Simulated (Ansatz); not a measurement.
# BLYP/6-311+G(d,p) run of C3H3N (acrylonitrile)

What is the electronic atomisation energy of C3H3N (acrylonitrile) at BLYP/6-311+G**? 

The results are computed with Ansatz 0.2.0.

44 further runs of the same task are left out: 44 set aside as unsound or not needed.

### 1 The system as given

The species is C3H3N (7 atoms), meant as a singlet with charge 0. As SMILES, `C=CC#N`. The coordinates come from a PBE0-D4/def2-TZVP relaxation.

Bond lengths: C1–C2 1.329 Å, C2–C3 1.423 Å, C3–N4 1.152 Å, C1–H5 1.083 Å, C1–H6 1.083 Å, C2–H7 1.085 Å. Angles: C1–C2–C3 122.7°, C2–C3–N4 178.9°, C1–C2–H7 121.5°, C3–C2–H7 115.8°, C2–C1–H5 121.6°, C2–C1–H6 120.6°, H5–C1–H6 117.9°.

### 2 A single-point energy at BLYP/6-311+G(d,p)

File molecule.yaml:

```yaml
crystal:
  periodic: [false, false, false]
  atoms:
    - {symbol: C, position_ang: [-0.540840, 0.829550, -0.350560]}
    - {symbol: C, position_ang: [0.371580, 0.105220, 0.289410]}
    - {symbol: C, position_ang: [0.413320, -1.315880, 0.218830]}
    - {symbol: N, position_ang: [0.465120, -2.465750, 0.175380]}
    - {symbol: H, position_ang: [-1.304630, 0.366690, -0.963300]}
    - {symbol: H, position_ang: [-0.540500, 1.909410, -0.272510]}
    - {symbol: H, position_ang: [1.135950, 0.570750, 0.902750]}
basis:
  gaussian: {orbitals: 6-311+G_st__st_.json}
hamiltonian: {xc: {name: BLYP}}
accuracy: high
output: {orbitals: {seedname: orbitals}}
```

The basis set 6-311+G** is read from a file made from the Basis Set Exchange's data (not shown).

Started as:

```
$ ansatz run molecule.yaml --threads 1 --pin off --max-ram 3480MiB --events-out events.jsonl --progress --plain --runs-dir runs
```

Standard output:

```text
Warning: RAYON_NUM_THREADS=1 ignored (pool sized by the plan → 1); use --threads N
Functional definition: BLYP
  name "BLYP"
  parameter beta = 0.0042
  parameter a = 0.04918
  parameter b = 0.132
  parameter c = 0.2533
  parameter d = 0.349
  exchange = b88_x(beta = beta)
  correlation = lyp_c(a = a, b = b, c = c, d = d)
1939 factors; integrals over basis functions are off by at most 3.6e-9 eV
mean field evaluation 1: about -4638.0521 eV, gradient 6.6e1 eV
mean field evaluation 2: about -4625.8636 eV, gradient 9.4e1 eV
mean field evaluation 4: about -4648.2449 eV, gradient 8.4e0 eV
mean field evaluation 8: about -4648.4047 eV, gradient 5.8e-1 eV
mean field evaluation 16: about -4648.4056 eV, gradient 9.8e-6 eV
mean field -4648.40556879 eV, -170.8257538506 hartree, gradient 4.0e-8 eV, S^2 0.000000; 0 other end points of the search recorded, 0 dependent functions left out
reference -4648.40562349 eV, -170.8257558608 hartree; 14, 14 occupied and 92, 92 virtual orbitals, 1939 factors
Total energy: -4648.40562349 eV, -170.8257558608 hartree
```

It took 5.1 s on 1 thread of Arm Neoverse V2, shared host; peak memory 0.25 GiB.

### 3 The C atom

File molecule.yaml:

```yaml
basis:
  gaussian: {orbitals: 6-311+G_st__st_.json}
crystal:
  periodic: [false, false, false]
  atoms:
    - {symbol: C, position_ang: [0.000000, 0.000000, 0.000000]}
magnetization: {spin_polarized: true, initial_magnetization: 2}
hamiltonian: {xc: {name: BLYP}}
accuracy: high
```

The basis set 6-311+G** is read from a file made from the Basis Set Exchange's data (not shown).

Run the same way, it converges to -37.84447 Eh (log not shown).

### 4 The H atom

File molecule.yaml:

```yaml
crystal:
  periodic: [false, false, false]
  atoms:
    - symbol: H
      position_ang: [0.000000, 0.000000, 0.000000]
basis:
  gaussian:
    orbitals: 6-311+G_st__st_.json
magnetization:
  spin_polarized: true
  initial_magnetization: 1
hamiltonian:
  xc: {name: BLYP}
accuracy: high
```

The basis set 6-311+G** is read from a file made from the Basis Set Exchange's data (not shown).

Started as:

```
$ ansatz run molecule.yaml --threads 1 --pin off --max-ram 3480MiB --events-out events.jsonl --progress --plain --runs-dir runs
```

Standard output, cut to the lines that bear on the results:

```text
Warning: RAYON_NUM_THREADS=1 ignored (pool sized by the plan → 1); use --threads N
[... 9 set-up lines as earlier in the session ...]
21 factors; integrals over basis functions are off by at most 2.5e-9 eV
mean field evaluation 1: about -13.5346 eV, gradient 6.6e-1 eV
mean field evaluation 2: about -13.5396 eV, gradient 9.7e-2 eV
mean field evaluation 4: about -13.5391 eV, gradient 2.3e-3 eV
mean field evaluation 8: about -13.5391 eV, gradient 8.2e-7 eV
mean field -13.53912694 eV, -0.4975537381 hartree, gradient 3.5e-9 eV, S^2 0.750000; 0 other end points of the search recorded, 0 dependent functions left out
reference -13.53915715 eV, -0.4975548482 hartree; 1, 0 occupied and 5, 6 virtual orbitals, 21 factors
Total energy: -13.53915715 eV, -0.4975548482 hartree
```

Run time: 0.1 s. Hardware: 1 thread of Arm Neoverse V2, shared host.

### 5 The N atom

File job.yaml:

```yaml
crystal:
  periodic: [false, false, false]
  atoms:
    - symbol: "N"
      position_ang: [0.000000, 0.000000, 0.000000]
basis:
  gaussian:
    orbitals: 6-311+G_st__st_.json
hamiltonian:
  xc: {name: BLYP}
accuracy: high
magnetization:
  spin_polarized: true
  initial_magnetization: 3
```

The basis set 6-311+G** is read from a file made from the Basis Set Exchange's data (not shown).

Run the same way, it converges to -54.58643 Eh (log not shown).

### 6 Summary of results

At BLYP/6-311+G**:

| quantity | value |
| --- | --- |
| molecule: total energy | -170.82576 Eh |
| molecule: HOMO energy | -7.21 eV |
| molecule: LUMO energy | -2.59 eV |
| molecule: HOMO–LUMO gap | 4.63 eV |
| C atom: total energy | -37.84447 Eh |
| C atom: ⟨S²⟩ | 2.003 |
| H atom: total energy | -0.49755 Eh |
| H atom: ⟨S²⟩ | 0.750 |
| N atom: total energy | -54.58643 Eh |
| N atom: ⟨S²⟩ | 3.753 |
| electronic atomisation energy | 33.014 eV |

In words: Taking the molecule apart into free atoms costs 33.01 eV (761 kcal/mol), before zero-point energy and without spin-orbit coupling.
